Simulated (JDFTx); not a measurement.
# Cu3Pd (Pm-3m) in JDFTx: reference runs

Reference runs on Cu3Pd: the cell as given.

All numbers are computed with JDFTx 1.7.0 (patched build); they aren't measurements. Logs are shortened: lines on timing, memory, paths and dates and some standing lists are left out, and cuts for length are marked. The log counts tension as positive stress, the text compression.

### 1 The structure

The structure is cubic, space group Pm-3m (No. 221). Conventional cell: a = 3.690 Å, b = 3.690 Å, c = 3.690 Å, α = 90.00°, β = 90.00°, γ = 90.00°. Pd (site symmetry m-3m) has 12 Cu at 2.61 Å as nearest neighbours. Cu (site symmetry 4/mmm) has 4 Pd at 2.61 Å and 8 Cu at 2.61 Å as nearest neighbours.

### 2 Single point, PBEsol

File Cu3Pd.in:

```
lattice \
    6.9730893999     0.0000000000     0.0000000000 \
    0.0000000000     6.9730893999     0.0000000000 \
    0.0000000000     0.0000000000     6.9730893999
coords-type Lattice
ion Pd     0.0000000000     0.0000000000     0.0000000000 1
ion Cu     0.5000000000     0.5000000000     0.0000000000 1
ion Cu     0.5000000000     0.0000000000     0.5000000000 1
ion Cu     0.0000000000     0.5000000000     0.5000000000 1

ion-species pseudo/Pd.upf
ion-species pseudo/Cu.upf
elec-cutoff 46 368
elec-ex-corr gga-PBEsol
kpoint-folding 7 7 7
elec-smearing Fermi 0.0018374661
elec-n-bands 48
electronic-SCF nIterations 100 energyDiffThreshold 1e-09
electronic-minimize nIterations 30 energyDiffThreshold 1e-7
converge-empty-states yes
forces-output-coords Cartesian

dump-name run.$VAR
dump End Ecomponents EigStats BandEigs Kpoints Forces Stress
```

Potentials or basis: PseudoDojo-SR-PBEsol-0.4.1-standard with smoothed tails.

Run with:

```bash
> jdftx -c 1 -i Cu3Pd.in -o Cu3Pd.out
```

What it wrote:

```text
*************** JDFTx 1.7.0 (patched build) ***************

Input parsed successfully to the following command list (including defaults):
[... the input with its defaults ...]

---------- Setting up symmetries ----------

Found 48 point-group symmetries of the bravais lattice
Found 48 space-group symmetries with basis
Applied RMS atom displacement 0 bohrs to make symmetries exact.

---------- Initializing the Grid ----------
R =
[      6.97309            0            0  ]
[            0      6.97309            0  ]
[            0            0      6.97309  ]
unit cell volume = 339.059
G =
[   0.901062          0          0  ]
[          0   0.901062          0  ]
[          0          0   0.901062  ]
Minimum fftbox size, Smin = [  64  64  64  ]
Chosen fftbox size, S = [  64  64  64  ]

---------- Initializing tighter grid for wavefunction operations ----------
R =
[      6.97309            0            0  ]
[            0      6.97309            0  ]
[            0            0      6.97309  ]
unit cell volume = 339.059
G =
[   0.901062          0          0  ]
[          0   0.901062          0  ]
[          0          0   0.901062  ]
Minimum fftbox size, Smin = [  44  44  44  ]
Chosen fftbox size, S = [  48  48  48  ]

---------- Exchange Correlation functional ----------
Initalized PBEsol GGA exchange.
Initalized PBEsol GGA correlation.

---------- Setting up pseudopotentials ----------
Width of ionic core gaussian charges (only for fluid interactions / plotting) set to 0

Reading pseudopotential file 'pseudo/Pd.upf':
  'Pd' pseudopotential, 'PBESOL' functional
  Generated using ONCVPSP code by D. R. Hamann
  18 valence electrons, 3 orbitals, 6 projectors, 1001 radial grid points, with lMax = 2
    4S    l: 0   occupation:  2.0   eigenvalue: -3.132811
    4P    l: 1   occupation:  6.0   eigenvalue: -1.879401
    4D    l: 2   occupation: 10.0   eigenvalue: -0.148856
  Core radius for overlap checks: 1.48 bohrs.

Reading pseudopotential file 'pseudo/Cu.upf':
  'Cu' pseudopotential, 'PBESOL' functional
  Generated using ONCVPSP code by D. R. Hamann
  19 valence electrons, 4 orbitals, 6 projectors, 1001 radial grid points, with lMax = 2
    3S    l: 0   occupation:  2.0   eigenvalue: -4.204292
    3P    l: 1   occupation:  6.0   eigenvalue: -2.645923
    3D    l: 2   occupation: 10.0   eigenvalue: -0.185942
    4S    l: 0   occupation:  1.0   eigenvalue: -0.169360
  Core radius for overlap checks: 1.70 bohrs.

Initialized 2 species with 4 total atoms.

Folded 1 k-points by 7x7x7 to 343 k-points.

---------- Setting up k-points, bands, fillings ----------
Reduced to 20 k-points under symmetry.
Computing the number of bands and number of electrons
Calculating initial fillings.
nElectrons:  75.000000   nBands: 48   nStates: 20

----- Setting up reduced wavefunction bases (one per k-point) -----
average nbasis = 5053.076 , ideal nbasis = 5052.501

---------- Setting up ewald sum ----------
Optimum gaussian width for ewald sums = 2.207964 bohr.
Real space sum over 1331 unit cells with max indices [  5  5  5  ]
Reciprocal space sum over 2197 terms with max indices [  6  6  6  ]

---------- Allocating electronic variables ----------
Initializing wave functions:  linear combination of atomic orbitals
Note: number of bands (48) exceeds available atomic orbitals (39)
Pd pseudo-atom occupations:   s ( 2 )  p ( 6 )  d ( 10 )
Cu pseudo-atom occupations:   s ( 2 1 )  p ( 6 )  d ( 10 )
	FillingsUpdate:  mu: +0.645900486  nElectrons: 75.000000
LCAOMinimize: Iter:   0  F: -684.4238887934012610  |grad|_K:  6.255e-03  alpha:  1.000e+00
	FillingsUpdate:  mu: +0.772232128  nElectrons: 75.000000
LCAOMinimize: Iter:   1  F: -684.5073824277548056  |grad|_K:  4.021e-03  alpha:  4.559e-01  linmin:  1.362e-01  cgtest: -1.333e+00
	FillingsUpdate:  mu: +0.778697206  nElectrons: 75.000000
[... 15 lines of inner loops ...]
LCAOMinimize: Iter:   8  F: -684.6148312842569794  |grad|_K:  1.415e-06  alpha:  5.367e-01  linmin: -4.429e-04  cgtest: -6.159e-03
	FillingsUpdate:  mu: +0.666656134  nElectrons: 75.000000
LCAOMinimize: Iter:   9  F: -684.6148313161984333  |grad|_K:  3.878e-07  alpha:  6.925e-01  linmin:  5.309e-05  cgtest: -2.541e-03
LCAOMinimize: Converged (|Delta F|<1.000000e-06 for 2 iters).

-------- Electronic minimization -----------
Will mix electronic density at each iteration.
	FillingsUpdate:  mu: +0.666656134  nElectrons: 75.000000
	FillingsUpdate:  mu: +0.654816443  nElectrons: 75.000000
SCF: Cycle:  0   F: -684.714814131466710   dF: -9.998e-02   |Residual|: 7.556e-02   |deigs|: 4.050e-02
	FillingsUpdate:  mu: +0.653936717  nElectrons: 75.000000
SCF: Cycle:  1   F: -684.716530932610794   dF: -1.717e-03   |Residual|: 4.295e-02   |deigs|: 5.210e-03
	FillingsUpdate:  mu: +0.653622326  nElectrons: 75.000000
SCF: Cycle:  2   F: -684.715139541526014   dF: +1.391e-03   |Residual|: 3.113e-02   |deigs|: 4.518e-03
	FillingsUpdate:  mu: +0.653090519  nElectrons: 75.000000
SCF: Cycle:  3   F: -684.717245505263691   dF: -2.106e-03   |Residual|: 4.935e-03   |deigs|: 2.958e-03
	FillingsUpdate:  mu: +0.652852640  nElectrons: 75.000000
SCF: Cycle:  4   F: -684.717232466149994   dF: +1.304e-05   |Residual|: 7.169e-03   |deigs|: 6.782e-04
	FillingsUpdate:  mu: +0.652975400  nElectrons: 75.000000
SCF: Cycle:  5   F: -684.717244804302709   dF: -1.234e-05   |Residual|: 3.421e-03   |deigs|: 3.056e-04
	FillingsUpdate:  mu: +0.653058112  nElectrons: 75.000000
SCF: Cycle:  6   F: -684.717250434583207   dF: -5.630e-06   |Residual|: 1.922e-04   |deigs|: 2.313e-04
	FillingsUpdate:  mu: +0.653043559  nElectrons: 75.000000
SCF: Cycle:  7   F: -684.717250547641356   dF: -1.131e-07   |Residual|: 8.208e-05   |deigs|: 3.914e-05
	FillingsUpdate:  mu: +0.653037959  nElectrons: 75.000000
SCF: Cycle:  8   F: -684.717250559597460   dF: -1.196e-08   |Residual|: 9.334e-05   |deigs|: 3.051e-05
	FillingsUpdate:  mu: +0.653036233  nElectrons: 75.000000
SCF: Cycle:  9   F: -684.717250563625612   dF: -4.028e-09   |Residual|: 3.459e-05   |deigs|: 2.664e-05
	FillingsUpdate:  mu: +0.653033839  nElectrons: 75.000000
SCF: Cycle: 10   F: -684.717250564685173   dF: -1.060e-09   |Residual|: 6.139e-06   |deigs|: 2.565e-05
	FillingsUpdate:  mu: +0.653033647  nElectrons: 75.000000
SCF: Cycle: 11   F: -684.717250564860933   dF: -1.758e-10   |Residual|: 8.539e-06   |deigs|: 2.160e-05
	FillingsUpdate:  mu: +0.653034121  nElectrons: 75.000000
SCF: Cycle: 12   F: -684.717250564965980   dF: -1.050e-10   |Residual|: 1.260e-06   |deigs|: 2.104e-05
SCF: Converged (|Delta E|<1.000000e-09 for 2 iters).

Setting wave functions to eigenvectors of Hamiltonian
Converging empty states (this may take a while): |deigs|: 2.655e-04

# Stress tensor in Cartesian coordinates [Eh/a0^3]:
[  0.000167313            0            0  ]
[            0  0.000167313            0  ]
[            0            0  0.000167313  ]

# Ionic positions in lattice coordinates:
ion Pd   0.000000000000000   0.000000000000000   0.000000000000000 1
ion Cu   0.500000000000000   0.500000000000000   0.000000000000000 1
ion Cu   0.500000000000000   0.000000000000000   0.500000000000000 1
ion Cu   0.000000000000000   0.500000000000000   0.500000000000000 1

# Forces in Cartesian coordinates:
force Pd  -0.000000000000000  -0.000000000000000  -0.000000000000000 1
force Cu   0.000000000000000  -0.000000000000000  -0.000000000000000 1
force Cu  -0.000000000000000  -0.000000000000000  -0.000000000000000 1
force Cu  -0.000000000000000  -0.000000000000000   0.000000000000000 1

# Energy components:
   Eewald =     -462.4315711322997231
       EH =      197.3830851663715293
     Eloc =     -555.5512777573163703
      Enl =      -99.2352553312451420
      Exc =      -89.8289751920737842
 Exc_core =       18.5330348447964077
       KE =      306.4141276472622053
-------------------------------------
     Etot =     -684.7168317545049376
       TS =        0.0004188104610167
-------------------------------------
        F =     -684.7172505649659797

IonicMinimize: Iter:   0  F: -684.717250564965980  |grad|_K:       -nan
IonicMinimize: None of the convergence criteria satisfied after 0 iterations.

#--- Lowdin population analysis ---
# oxidation-state Pd +0.490
# oxidation-state Cu +0.086 +0.086 +0.086

Dumping 'run.eigStats' ...
	eMin: -3.458334 at state 0 ( [ +0.000000 +0.000000 +0.000000 ] spin 0 )
	HOMO: +0.650964 at state 17 ( [ +0.285714 +0.285714 +0.428571 ] spin 0 )
	mu  : +0.653034
	LUMO: +0.656926 at state 9 ( [ +0.000000 +0.428571 +0.428571 ] spin 0 )
	eMax: +1.362443 at state 19 ( [ +0.428571 +0.428571 +0.428571 ] spin 0 )
	HOMO-LUMO gap: +0.005962
	Optical gap  : +0.019569 at state 9 ( [ +0.000000 +0.428571 +0.428571 ] spin 0 )
Done!
[note: the HOMO, LUMO and gaps printed at the end count levels as full or empty at half filling, so they show a gap where a level is partly filled]
```

Run time: 1.8 min. Hardware: 1 thread of Intel Xeon 6975P-C (Granite Rapids), shared host; peak memory 0.25 GiB.

Results:

| Property | Result |
| --- | --- |
| Free energy | -18632.1056 eV |
| Pressure | -4.9 GPa |
| Band gap on the k mesh | none (metal or under the smearing width) |

Levels at points of the mesh, in eV from the Fermi level:
```tsv
k point	band 35	band 36	band 37	band 38	band 39	band 40
(0.00, 0.00, 0.00)	-0.38	-0.38	-0.38	1.98	1.98	1.98
```

Caveat: this set's palladium file may shift the pressure by some GPa.
